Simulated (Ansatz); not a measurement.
Geometry optimisation, DFT PBE, scalar-relativistic, plane waves, PAW (Ansatz).

Input:

```yaml
accuracy: low
crystal:
  lattice:
    - [5.778, 0.0, 0.0]
    - [-2.889, 5.003895, 0.0]
    - [0.0, 0.0, 19.0675]
  atoms:
    - { symbol: W, position: [0.0, 0.0, 0.0524453] }
    - { symbol: C, position: [0.3333333, 0.1666667, 0.1265766] }
    - { symbol: W, position: [0.0, 0.0, 0.200708] }
    - { symbol: C, position: [0.3333333, 0.1666667, 0.2748394] }
    - { symbol: W, position: [0.0, 0.0, 0.3489708] }
    - { symbol: C, position: [0.3333333, 0.1666667, 0.4231021] }
    - { symbol: W, position: [0.0, 0.5, 0.0524453] }
    - { symbol: C, position: [0.3333333, 0.6666667, 0.1265766] }
    - { symbol: W, position: [0.0, 0.5, 0.200708] }
    - { symbol: C, position: [0.3333333, 0.6666667, 0.2748394] }
    - { symbol: W, position: [0.0, 0.5, 0.3489708] }
    - { symbol: C, position: [0.3333333, 0.6666667, 0.4231021] }
    - { symbol: W, position: [0.5, 0.0, 0.0524453] }
    - { symbol: C, position: [0.8333333, 0.1666667, 0.1265766] }
    - { symbol: W, position: [0.5, 0.0, 0.200708] }
    - { symbol: C, position: [0.8333333, 0.1666667, 0.2748394] }
    - { symbol: W, position: [0.5, 0.0, 0.3489708] }
    - { symbol: C, position: [0.8333333, 0.1666667, 0.4231021] }
    - { symbol: W, position: [0.5, 0.5, 0.0524453] }
    - { symbol: C, position: [0.8333333, 0.6666667, 0.1265766] }
    - { symbol: W, position: [0.5, 0.5, 0.200708] }
    - { symbol: C, position: [0.8333333, 0.6666667, 0.2748394] }
    - { symbol: W, position: [0.5, 0.5, 0.3489708] }
    - { symbol: C, position: [0.8333333, 0.6666667, 0.4231021] }
basis:
  ecutwfc: 420.0
kpoints:
  mp_grid: { grid: [3, 3, 1] }
hamiltonian:
  xc: pbe
  pseudopotentials: { kind: paw, azcp: { folder: soft_1 } }
scf:
  occupations: { method: fermi_dirac, width: 0.05 }
  lower_state_search: "off"
relax:
  f_tol: 0.08
  max_steps: 25
  adjacent_minimum: "off"
  constraints: [{ sites: [0, 1, 6, 7, 12, 13, 18, 19] }]
```

Launched with:

```bash
$ ansatz run input.yaml --threads 4 --pin off --max-ram 10240MiB --backend cpu --events-out ev --progress --plain --runs-dir out
```

Where does it end, and by what steps?

It converged. Limits of this set-up: coarse k mesh, thin slab, slab without dipole correction, a typed lattice constant that wasn't relaxed here, low accuracy level. After 4 steps the energy has fallen by 3.639 eV; C6 moved furthest, 0.19 Å.

```tsv
step	energy less start (eV)	largest force component (eV/Å)	accepted
0	0.0000	6.060	yes
1	-3.5131	0.936	yes
2	-3.6312	0.183	yes
3	-3.6378	0.084	yes
4	-3.6390	0.008	yes
```

```xyz
24
Lattice="5.7780 0.0000 0.0000 -2.8890 5.0039 0.0000 0.0000 0.0000 19.0675" Properties=species:S:1:pos:R:3
W 0.000 0.000 1.000
C 1.444 0.834 2.413
W 0.000 0.000 3.846
C 1.444 0.834 5.238
W 0.000 0.000 6.765
C 1.444 0.834 7.874
W -1.444 2.502 1.000
C 0.000 3.336 2.413
W -1.444 2.502 3.846
C 0.000 3.336 5.238
W -1.444 2.502 6.765
C 0.000 3.336 7.874
W 2.889 0.000 1.000
C 4.333 0.834 2.413
W 2.889 0.000 3.846
C 4.333 0.834 5.238
W 2.889 0.000 6.765
C 4.333 0.834 7.874
W 1.444 2.502 1.000
C 2.889 3.336 2.413
W 1.444 2.502 3.846
C 2.889 3.336 5.238
W 1.444 2.502 6.765
C 2.889 3.336 7.874
```

Whether the end is a true minimum wasn't checked by a vibrational analysis.

Run time: 25 s on 4 threads of Arm Neoverse V1, on a shared host, peak memory 1.2 GiB.
